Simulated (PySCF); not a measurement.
# C3H6F2Si: the cost of one run

Computed with PySCF 2.14.0, with density-fitted response routines of our own, on a single molecule in the gas phase. Atoms count from 0, in the outputs and in this text.

## (1) Starting geometry

12 atoms, charge 0, multiplicity 1; geometry from: GFN2-xTB. The atoms were then displaced at random by about 0.01 Å, so the start is not that level's minimum.

Bonds of the start (Å): F0–C1 1.39, C1–C2 1.55, C2–C3 1.52, C3–F4 1.41, C3–Si5 1.91, Si5–C1 1.95, C1–H6 1.10, C2–H7 1.08, C2–H8 1.10, C3–H9 1.10, Si5–H10 1.44, Si5–H11 1.47.

## (2) Geometry optimisation at PBE0-D3(BJ)/def2-SVP

What the job is given:

```
{"job": {"xc": "PBE0", "basis": "def2-SVP", "d3": "d3bj", "grid": 1, "shake": 0.01, "kind": "geom"}, "charge": 0, "multiplicity": 1}
F      1.705680    -0.615460    -1.336510
C      1.040650    -0.564800    -0.111570
C     -0.446070    -0.986600    -0.251490
C     -1.087460     0.377490    -0.051500
F     -2.081110     0.323110     0.941640
Si     0.546030     1.239380     0.425120
H      1.654580    -1.204760     0.540560
H     -0.618250    -1.443510    -1.210310
H     -0.716160    -1.666720     0.569310
H     -1.650290     0.726410    -0.927940
H      0.992680     2.289760    -0.456480
H      0.699400     1.497440     1.860160
```

Command:

```bash
$ OMP_NUM_THREADS=1 python probes_run.py task.json out
```

The driver reads the jobs from task.json and runs them one after another.

Q: Estimate the wall time and peak memory of this first job on 1 thread of Arm Neoverse V2, shared host.

About 69 s, with a peak of 0.52 GiB.
